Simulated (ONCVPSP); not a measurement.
# Silicon: generating and testing an ONCV potential

Aim: build the potential from the settings below, then test how well it stands in for the atom: other configurations, scattering, ghost states and the plane-wave cutoff that it needs.

Program: ONCVPSP 4.0.1. Reference atom: PBEsol, fully relativistic, spherical and spin-unpolarised. All values are calculated.

### Step 1. Settings

Typed settings, in words:

- element: silicon (Si, Z = 14)
- type: optimised norm-conserving Vanderbilt (ONCV)
- frozen core: [Ne]
- valence charge: 4
- reference configuration: 3s2 3p2
- partial waves: 3s: rc 1.55 bohr, ncon 5, nbas 8, qcut 4.5 1/bohr, 2 projectors, debl 1.3 Ha; 3p: rc 1.70 bohr, ncon 4, nbas 9, qcut 4.2 1/bohr, 3 projectors, debl 1.2 Ha
- local potential: polynomial inside 1.40 bohr (lpopt 1, dvloc0 1 Ha)
- core correction: Teter function, fcfact 1.5, rcfact 1.25

An earlier all-electron run gives the scale for the radii.

All-electron outer shells of the reference configuration (PBEsol, scalar-relativistic, ld1.x):

```tsv
shell	level (eV)	outermost node (bohr)	outermost maximum (bohr)
2s	-139.13	0.15	0.45
2p	-95.42	–	0.39
3s	-10.77	0.72	1.80
3p	-4.06	0.72	2.17
```

### Step 2. The generation run

Si.dat

```
# ATOM AND REFERENCE CONFIGURATION
# atsym  z   nc   nv     iexc    psfile
  Si 14.00    3    2  -116133      upf
#
#   n    l    f
    1    0    2.00
    2    0    2.00
    2    1    6.00
    3    0    2.00
    3    1    2.00
#
# PSEUDOPOTENTIAL AND OPTIMIZATION
# lmax
    1
#
#   l,   rc,      ep,       ncon, nbas, qcut
    0    1.55    0.00    5    8    4.50
    1    1.70    0.00    4    9    4.20
#
# LOCAL POTENTIAL
# lloc, lpopt,  rc(5),   dvloc0
    4    1    1.40    1.00
#
# VANDERBILT-KLEINMAN-BYLANDER PROJECTORs
# l, nproj, debl
    0    2    1.30
    1    3    1.20
#
# MODEL CORE CHARGE
# icmod, fcfact, rcfact
    3    1.50    1.25
#
# LOG DERIVATIVE ANALYSIS
# epsh1, epsh2, depsh
   -2.00    5.00    0.02
#
# OUTPUT GRID
# rlmax, drl
    6.00    0.01
#
# TEST CONFIGURATIONS
# ncnf
    4
# nvcnf
#   n    l    f
    2
    3    0    2.00
    3    1    1.00
#
    2
    3    0    2.00
    3    1    0.00
#
    2
    3    0    1.00
    3    1    0.00
#
    2
    3    0    0.00
    3    1    4.00
#
```

Started as:

```console
$ oncvpspr.x < Si.dat > Si.out
```

**Question.** What will these runs give? Wanted: cutoffs for 1 and 0.1 mHa per electron, occupied waves; bound ghosts; GHOST(+) flags; largest test error; largest phase difference near zero energy, channels read; rms error of d²Exc/dn², without and with the model core.

**Answer**, as computed:

| quantity | value |
| --- | --- |
| cutoffs for 1 and 0.1 mHa per electron, occupied waves | 18 Ha and 62 Ha |
| bound ghosts | s at -109.02 eV, p3/2 at -56.84 eV, p1/2 at -56.63 eV |
| GHOST(+) flags | p3/2 at 2681 eV, p1/2 at 2689 eV |
| largest test error (AE − PS) | +9.3 meV, for 3s1 3p0 |
| largest phase difference near zero energy, channels read | 0.000 rad |
| rms error of d²Exc/dn², without and with the model core | 6.67 and 5.60 mHa |

What this shows: A bound ghost (s, p3/2, p1/2) makes it unfit for use: electrons can fall into a state that the atom doesn't have. The worst unpolarised test, 3s1 3p0, is off by 9.3 meV on 57.6 eV; by total energies transferability rates as good. Atomic tests can pass in spite of a ghost, since they solve only for the levels asked. It counts as of middling hardness, with 18 Ha needed at the looser tolerance. The tighter tolerance needs 62 Ha, and converged work needs a cutoff nearer that. At the looser tolerance the 3s wave is the slowest; 3p needs 3 Ha. Near zero energy the phases of the channels with partial waves agree within 0.001 rad. The program also flags highly localised states, GHOST(+) (p3/2, p1/2). These are tests on the free atom; a crystal test is still owed.
